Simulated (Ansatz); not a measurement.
This script makes cell relaxations under several functionals of KMgF3, space group Pm-3m with the Ansatz DFT code, driven from Python.

`lattice.py`
```python
'''How the lattice of KMgF3 depends on the functional.'''

from dataclasses import dataclass
import warnings

import ansatz as az
import numpy as np


@dataclass
class RunConfig:
    occupations: str = 'Fixed'
    cutoff: int = 510
    kmesh: tuple[int, ...] = (6, 6, 6)
    fmax: float = 0.01


cfg = RunConfig()

def edges_and_angles(cell):
    cell = np.asarray(cell)
    a, b, c = np.linalg.norm(cell, axis=1)
    cosines = cell[1] @ cell[2] / (b * c), cell[0] @ cell[2] / (a * c), cell[0] @ cell[1] / (a * b)
    return (a, b, c, *np.degrees(np.arccos(cosines)))

warnings.simplefilter('ignore', az.DeckWarning)

cell = (
    az.Lattice.of((3.9859, 0.0, 0.0), (0.0, 3.9859, 0.0), (0.0, 0.0, 3.9859))
    .atom('K', (0.5, 0.5, 0.5))
    .atom('Mg', (0.0, 0.0, 0.0))
    .atom('F', (0.5, 0.0, 0.0))
    .atom('F', (0.0, 0.5, 0.0))
    .atom('F', (0.0, 0.0, 0.5))
)

calculation = cell.calculation()
calculation = calculation.pseudopotentials('paw', azcp={'folder': 'soft_1'})
calculation = calculation.occupations(cfg.occupations).basis(cfg.cutoff)
calculation = calculation.kpoints(mesh=cfg.kmesh)
calculation = calculation.relax(cell=True, force_tolerance=cfg.fmax)

levels = [('pbe', 'none'), ('r2scan', 'none'), ('pbe', 'd4')]
print('level            a       b       c    alpha   beta  gamma  V/atom  steps')
for name, dispersion in levels:
    seen = []
    run = calculation.functional(name, dispersion=dispersion).session().plan()
    out = run.execute(on_event=lambda e: seen.append(e) if e['event'] == 'relax_step' else None)
    cell = out.lattice.cell_ang
    label = name if dispersion == 'none' else f'{name}+{dispersion}'
    print('{:13s} {:7.4f} {:7.4f} {:7.4f} {:6.2f} {:6.2f} {:6.2f}'.format(label, *edges_and_angles(cell)), f'{abs(np.linalg.det(cell)) / len(out.lattice.sites):7.3f} {len(seen):5d}')
```

Rank the levels of theory by the volume of the relaxed cell.

From smallest to largest: r2SCAN (12.64 Å³ an atom, -0.2 % against the start), PBE+D4 (13.14 Å³ an atom, +3.8 % against the start) and PBE (13.34 Å³ an atom, +5.3 % against the start). The spread is 5.5 % in volume.

The output:

Output of `python lattice.py`:
```text
level            a       b       c    alpha   beta  gamma  V/atom  steps
pbe            4.0552  4.0552  4.0552  90.00  90.00  90.00  13.337     5
r2scan         3.9836  3.9836  3.9836  90.00  90.00  90.00  12.644     4
pbe+d4         4.0355  4.0355  4.0355  90.00  90.00  90.00  13.144     5
```

Forces vanish by symmetry, so the ions can't move, and the end may be a saddle. The structure is a deposited one; some such entries were measured under pressure or heat, so a shift against it needn't be the functional's error alone. It ran for 33 s on 1 thread of Intel(R) Xeon(R) Processor @ 2.30GHz (shared host), peak memory 0.67 GiB.
